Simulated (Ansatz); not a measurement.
# CH7AlB2Se: the cost of one run

Method: RKS B3LYP-D4/def2-SVP, in Ansatz 0.2.0.

### 1 The starting structure

Bond lengths: B1–B2 1.648 Å, B2–Al3 2.044 Å, Al3–Se4 2.480 Å, Se4–C5 1.927 Å, B1–H6 1.199 Å, B1–H7 1.189 Å, B2–H8 1.150 Å, Al3–H9 1.554 Å, C5–H10 1.141 Å, C5–H11 1.072 Å, C5–H12 1.103 Å. Angles (14 of 16 angles, heavy atoms first): B1–B2–Al3 119.5°, B2–Al3–Se4 120.7°, Al3–Se4–C5 91.3°, B1–B2–H8 122.6°, Al3–B2–H8 117.8°, B2–B1–H6 119.0°, B2–B1–H7 121.0°, B2–Al3–H9 122.4°, Se4–Al3–H9 116.8°, Se4–C5–H10 107.3°, Se4–C5–H11 110.6°, Se4–C5–H12 112.3°, H6–B1–H7 119.3°, H10–C5–H11 109.8°.

Structure file:

```xyz
12

B    -2.2190   -0.1570    0.7354
B    -1.7790   -0.3555   -0.8404
Al   -0.0016    0.4134   -1.4953
Se    1.4794    1.6684    0.0481
C     2.2118    0.0292    0.7492
H    -3.2980   -0.5407    1.0903
H    -1.5609    0.4994    1.4774
H    -2.4124   -0.9561   -1.5898
H     0.5434    0.1474   -2.9265
H     2.9433    0.3117    1.5781
H     2.7260   -0.5129   -0.0198
H     1.4439   -0.6025    1.2274
```

### 2 Relaxing end A

input.yaml

```yaml
crystal:
  periodic: [false, false, false]
  atoms:
    - { symbol: B, position_ang: [-2.219, -0.157, 0.7354] }
    - { symbol: B, position_ang: [-1.779, -0.3555, -0.8404] }
    - { symbol: Al, position_ang: [-0.0016, 0.4134, -1.4953] }
    - { symbol: Se, position_ang: [1.4794, 1.6684, 0.0481] }
    - { symbol: C, position_ang: [2.2118, 0.0292, 0.7492] }
    - { symbol: H, position_ang: [-3.298, -0.5407, 1.0903] }
    - { symbol: H, position_ang: [-1.5609, 0.4994, 1.4774] }
    - { symbol: H, position_ang: [-2.4124, -0.9561, -1.5898] }
    - { symbol: H, position_ang: [0.5434, 0.1474, -2.9265] }
    - { symbol: H, position_ang: [2.9433, 0.3117, 1.5781] }
    - { symbol: H, position_ang: [2.726, -0.5129, -0.0198] }
    - { symbol: H, position_ang: [1.4439, -0.6025, 1.2274] }
basis:
  gaussian: { orbitals: def2-SVP }
hamiltonian:
  xc: b3lyp
  dispersion: d4
relax:
  f_tol: 0.02
  max_steps: 50
```

Launch:

```
> ansatz run input.yaml --threads 2 --pin off --max-ram 3072MiB --backend cpu --events-out ev --progress --plain --runs-dir out
```

**Question.** How long does this run take on 2 threads of Arm Neoverse V1, shared host, and how much memory does it need?

About 2.3 min, with a peak of 0.33 GiB.
